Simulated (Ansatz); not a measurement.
# C2H7NSSi, SMILES [SiH3]N1CSC1: a rigid torsion scan

With Ansatz's Python interface.

Interactive session:
```pycon
>>> import ansatz as az
>>> from ase import Atoms
>>> config = {
...     'basis_set': '6-31G*',
...     'xc': 'PBE',
...     'vdw': 'd3bj',
...     'force_tol': 0.02,
... }
>>> atoms = Atoms(['Si', 'N', 'C', 'S', 'C', 'H', 'H', 'H', 'H', 'H', 'H', 'H'], positions=[
...     (-1.3208, 0.2437, 0.8416),
...     (-0.0735, 0.2636, -0.256),
...     (1.2818, 0.5665, 0.0961),
...     (1.8566, 0.0253, -1.559),
...     (0.2381, -0.8538, -1.1707),
...     (-1.4095, 1.6254, 1.4969),
...     (-2.5928, 0.0278, 0.0849),
...     (-1.103, -0.7631, 1.8232),
...     (1.74, -0.0303, 0.9586),
...     (1.5244, 1.6202, 0.3445),
...     (0.3709, -1.8204, -0.6492),
...     (-0.4352, -0.9602, -1.9769),
... ])
>>> # start the scan from a relaxed geometry
>>> first = (
...     az.Crystal.molecule_from_ase(atoms).calculation()
...     .basis(gaussian=config['basis_set'])
...     .functional(config['xc'], dispersion=config['vdw'])
...     .relax(force_tolerance=config['force_tol'], max_steps=80)
... )
>>> atoms.positions = first.run(threads=1).report['positions_ang']
>>> start = atoms.get_dihedral(2, 1, 0, 5)
>>> energies = {}
>>> for turn in range(0, 121, 20):
...     turned = atoms.copy()
...     turned.set_dihedral(2, 1, 0, 5, start + turn, indices=[0, 5, 6, 7])
...     setup = az.Crystal.molecule_from_ase(turned).calculation()
...     setup = setup.basis(gaussian=config['basis_set']).functional(config['xc'], dispersion=config['vdw'])
...     energies[round((start + turn) % 360)] = setup.run(threads=1).report['free_energy_ev']
...
>>> floor = min(energies.values())
>>> print('dihedral C2-N1-Si0-H5 (deg)   E - E(min) (kcal/mol)')
dihedral C2-N1-Si0-H5 (deg)   E - E(min) (kcal/mol)
>>> for angle, e in sorted(energies.items()):
...     print(f'{angle:8d} {23.060548 * (e - floor):14.3f}  ' + '#' * int(30 * (e - floor) / max(max(energies.values()) - floor, 1e-9)))
...
      45          0.000
      65          0.421  ####
      85          1.361  ###############
     105          2.217  #########################
     125          2.570  ##############################
     145          2.335  ###########################
     165          1.796  ####################
```

The scan is rigid and the energies are electronic, in a modest basis. With rigid groups the curve can differ much from the relaxed path, the start wasn't checked as a minimum of this torsion, and equivalent turns needn't return to the same energy. Finished in 49 s on 1 thread of Arm Neoverse V2, on a shared host, peak memory 0.23 GiB.
